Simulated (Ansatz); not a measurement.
# OSr: the cost of one run

Method: the levels named in each step, in Ansatz 0.2.0.

## Step 1: The starting structure

Bond lengths: O1–Sr2 2.001 Å.

As a file:

```xyz
2

O     0.0000    0.0000    0.0000
Sr    0.0000    0.0000    2.0006
```

## Step 2: A rough first relaxation, PBE-D4/def2-SVP

This run stands in another session on the same molecule. It ended at:

```xyz
2

O     0.0000    0.0000    0.0119
Sr    0.0000    0.0000    1.9887
```

## Step 3: Relaxation, PBE0-D4/def2-TZVPP

This run stands in another session on the same molecule. It ended at:

```xyz
2

O     0.0000    0.0000    0.0510
Sr    0.0000    0.0000    1.9497
```

## Step 4: Frequencies, PBE0-D4/def2-TZVPP

input.yaml

```yaml
crystal:
  periodic: [false, false, false]
  atoms:
    - { symbol: O, position_ang: [0.0, 0.0, 0.05098127] }
    - { symbol: Sr, position_ang: [0.0, 0.0, 1.94966873] }
basis:
  gaussian: { orbitals: def2-TZVPP }
hamiltonian:
  xc: pbe0
  dispersion: d4
phonons: {}
```

Command:

```bash
$ ansatz run input.yaml --threads 2 --pin off --max-ram 5120MiB --backend cpu --events-out ev --progress --plain --runs-dir out
```

Q: Estimate wall time and peak memory on 2 threads of Intel Xeon at 2.50GHz (Skylake/Cascade Lake), shared host.

About 13 s, with a peak of 0.13 GiB.
